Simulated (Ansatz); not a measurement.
# PtSe: projected density of states with r2SCAN+U

Crystal: PtSe.

```
CELL_PARAMETERS angstrom
0.00000 3.03745 3.03745
3.03745 0.00000 3.03745
3.03745 3.03745 0.00000
ATOMIC_POSITIONS crystal
Pt 0.00000 0.00000 0.00000
Se 0.25000 0.25000 0.25000
```

The cell comes from a database or a generator and needn't be the stable form of this composition.

| Quantity | Value |
| --- | --- |
| Program | Ansatz 0.2.0 |
| Task | projected density of states |
| Functional | r2SCAN |
| Potentials or basis | Ansatz PAW |
| Cutoff | 500 eV (not typed: the program's choice for these potentials) |
| k mesh | 8 × 8 × 8 |
| Occupations | fermi-dirac, width 0.05 eV |
| Spin | no spin polarisation |
| Hubbard terms | Pt d U = 8 eV |
| Hubbard projectors | ortho-atomic (the default) |
| Double counting | fll (the default) |

The pressure is -12.3 GPa and the band gap on the k mesh is none (metal or under the smearing width). The density of states at the Fermi level is 1.97 states/eV per cell.

Levels at points of the mesh, in eV from the Fermi level:
```tsv
k point	band 14	band 15	band 16	band 17	band 18	band 19	band 20	band 21
(0.00, 0.00, 0.00)	-4.09	-4.09	1.73	1.82	1.82	1.82	8.07	8.07
(0.00, 0.00, -0.50)	-3.80	-3.80	-2.97	0.58	0.58	3.79	8.77	8.97
(0.00, -0.50, -0.50)	-3.78	-3.19	-2.67	-1.00	-1.00	5.67	5.79	10.11
```

States per cell in windows of 1 eV (zero at the Fermi level; states under -8 eV left out):
| from (eV) | total | Pt 5d | Se 4p | Pt 6s | Se 4s |
| --- | --- | --- | --- | --- | --- |
| -8.0 | 0.00 | 0.00 | 0.00 | 0.00 | 0.00 |
| -7.0 | 0.00 | 0.00 | 0.00 | 0.00 | 0.00 |
| -6.0 | 1.72 | 1.09 | 0.56 | 0.06 | 0.00 |
| -5.0 | 4.63 | 3.17 | 1.30 | 0.15 | 0.00 |
| -4.0 | 3.65 | 3.12 | 0.35 | 0.14 | 0.01 |
| -3.0 | 1.15 | 0.82 | 0.19 | 0.05 | 0.07 |
| -2.0 | 0.95 | 0.39 | 0.45 | 0.05 | 0.04 |
| -1.0 | 1.77 | 0.57 | 1.08 | 0.04 | 0.03 |
| 0.0 | 1.68 | 0.50 | 1.10 | 0.03 | 0.01 |
| 1.0 | 0.45 | 0.13 | 0.30 | 0.01 | 0.00 |
| 2.0 | 0.03 | 0.00 | 0.01 | 0.02 | 0.00 |
| 3.0 | 0.23 | 0.00 | 0.05 | 0.14 | 0.02 |
| 4.0 | 0.66 | 0.01 | 0.15 | 0.40 | 0.03 |
| 5.0 | 1.03 | 0.01 | 0.24 | 0.56 | 0.02 |
| 6.0 | 0.65 | 0.01 | 0.06 | 0.09 | 0.00 |
| 7.0 | 1.22 | 0.01 | 0.04 | 0.03 | 0.00 |

Eigenvalues of the final occupation matrices:
```
  site  spin  trace               eigenvalues
site 1     1   4.66  0.90 0.90 0.90 0.98 0.98
```

It took 13 s on 2 threads of Arm Neoverse V1, with other jobs on the host, peak memory 0.51 GiB.

Caveat: U without spin polarisation on a metal has little footing; the PAW data sets come from PBE, with cores solved anew for the run's functional, which leaves a small shift of forces and pressure; the density of states is complete only up to the lowest level of the last band computed. Spin-orbit coupling is left out, which matters for the levels of Pt.
